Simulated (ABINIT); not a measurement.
The system is Li3Ti2.

```xyz
5
Lattice="3.7293 0.0000 0.0000 -1.8647 3.2297 0.0000 0.0000 0.0000 5.9493" Properties=species:S:1:pos:R:3 pbc="T T T"
Li    0.0000    2.1531    3.4522
Li    1.8647    1.0766    2.4971
Li    0.0000    0.0000    0.0000
Ti    0.0000    2.1531    0.9806
Ti    1.8647    1.0766    4.9686
```

The cell was built by a generator and needn't be a form met in nature.

```yaml
Program: ABINIT 10.8.3 (patched build)
Task: relaxation of cell and atoms
Functional: PBE
Potentials_or_basis: JTH PAW PBE v2.0
Cutoff: 408 eV
k_mesh: 8 × 8 × 5
Occupations: fermi-dirac, width 0.05 eV
Spin: no spin polarisation
```

At the start: pressure 14.6 GPa; volume 14.33 Å³/atom.

**Question.** How do energy, volume and symmetry change on relaxing?

**Answer.** Over 9 steps the energy falls by 337.8 meV/atom and the volume is 21.39 Å³/atom (+49.3 %); space group P-3m1 (No. 164, to 0.05 Å).

Step by step:
```csv
step,energy change (eV),largest force (eV/Å),pressure (GPa),volume (Å³)
1,0.0000,1.2571,14.59,71.66
2,-0.3220,1.1960,11.51,74.90
3,-1.4793,0.4654,3.24,92.36
4,-1.5987,0.6502,-1.00,103.08
5,-1.6694,0.1854,-0.04,103.25
6,-1.6868,0.0457,0.20,105.22
7,-1.6889,0.0293,0.10,106.57
8,-1.6891,0.0056,0.03,106.89
9,-1.6891,0.0014,0.01,106.96
```

Final structure:
```cif
data_structure
_symmetry_space_group_name_H-M 'P 1'
_symmetry_Int_Tables_number 1
_cell_length_a 4.2621
_cell_length_b 4.2621
_cell_length_c 6.7991
_cell_angle_alpha 90.000
_cell_angle_beta 90.000
_cell_angle_gamma 120.000
_cell_volume 106.96
loop_
_atom_site_label
_atom_site_type_symbol
_atom_site_fract_x
_atom_site_fract_y
_atom_site_fract_z
_atom_site_occupancy
Li1 Li 0.33333 0.66667 0.65253 1
Li2 Li 0.66667 0.33333 0.34747 1
Li3 Li 0.00000 0.00000 0.00000 1
Ti1 Ti 0.33333 0.66667 0.10832 1
Ti2 Ti 0.66667 0.33333 0.89168 1
```

Caveat: the volume moved by over 15 % at a fixed basis, so the end points are rough.
